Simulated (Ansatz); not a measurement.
# C₂H₇InNO radical: basis-set convergence

How large a basis does C₂H₇InNO radical need? Two functionals are run in growing sets.

Method: one geometry, several basis sets; program: Ansatz 0.2.0, Gaussian basis.

Levels to be run: PBE0-D4/def2-SVP; ωB97M-V/def2-SVP; PBE0-D4/def2-QZVPP; ωB97M-V/def2-QZVPP; the functionals' def2-TZVPP values are taken from earlier runs.

1 further run of the same task is left out (it didn't finish).

**1. Structure used throughout**

An earlier PBE0-D4 in a triple-zeta def2 set relaxation fixed the geometry. In takes the def2 core potential; no spin-orbit term is included.

SMILES `C[N](C)[In][OH]`, 12 atoms, charge 0, spin multiplicity 2.

Atoms are counted from 1 here; the program's logs count them from 0.

Bond lengths: C1–N2 1.426 Å, C1–H6 1.101 Å, C1–H7 1.092 Å, C1–H8 1.097 Å, N2–C3 1.426 Å, N2–In4 2.578 Å, C3–H9 1.101 Å, C3–H10 1.092 Å, C3–H11 1.097 Å, In4–O5 2.079 Å, O5–H12 0.960 Å. Angles: N2–C1–H6 107.3°, N2–C1–H7 110.5°, N2–C1–H8 112.9°, H6–C1–H7 107.8°, H6–C1–H8 108.3°, H7–C1–H8 109.9°, C1–N2–C3 114.2°, C1–N2–In4 114.9°, C3–N2–In4 114.8°, N2–C3–H9 107.5°, N2–C3–H10 110.6°, N2–C3–H11 112.8°, H9–C3–H10 107.8°, H9–C3–H11 108.1°, H10–C3–H11 109.9°, N2–In4–O5 72.1°, In4–O5–H12 116.3°.

**2. PBE0-D4 in def2-SVP**

in.yaml

```yaml
crystal:
  periodic: [false, false, false]
  atoms:
    - {symbol: C, position_ang: [-1.140473, -0.752767, 0.410994]}
    - {symbol: N, position_ang: [0.022474, -0.685603, -0.410974]}
    - {symbol: C, position_ang: [1.248153, -0.633711, 0.315350]}
    - {symbol: In, position_ang: [-0.138628, 0.966597, -2.383175]}
    - {symbol: O, position_ang: [-0.149818, 2.070438, -0.621094]}
    - {symbol: H, position_ang: [-1.343711, 0.266122, 0.775068]}
    - {symbol: H, position_ang: [-2.004589, -1.076353, -0.173669]}
    - {symbol: H, position_ang: [-1.010689, -1.408897, 1.280607]}
    - {symbol: H, position_ang: [1.367492, 0.394813, 0.689084]}
    - {symbol: H, position_ang: [2.093142, -0.850749, -0.341880]}
    - {symbol: H, position_ang: [1.260603, -1.313706, 1.176300]}
    - {symbol: H, position_ang: [-0.203956, 3.023825, -0.716621]}
basis:
  gaussian: {orbitals: def2-SVP}
magnetization: {spin_polarized: true, initial_magnetization: 1}
hamiltonian: {xc: pbe0, dispersion: d4}
output: {orbitals: {seedname: orbitals}}
```

Further steps of the session: ωB97M-V in def2-SVP; PBE0-D4 in def2-QZVPP; ωB97M-V in def2-QZVPP.

**Question.** What will the summary of the whole plan be? Wanted: PBE0-D4: double and triple zeta above quadruple; ωB97M-V: double and triple zeta above quadruple.

**Answer**, as computed:

| quantity | value |
| --- | --- |
| PBE0-D4: double and triple zeta above quadruple | 7.31, 0.38 eV |
| ωB97M-V: double and triple zeta above quadruple | 7.62, 0.38 eV |

PBE0-D4 gains 6.93 eV from double to triple zeta, then 0.38 eV more. These are total energies; as a rule much of such shifts cancels in differences, which this series doesn't test.
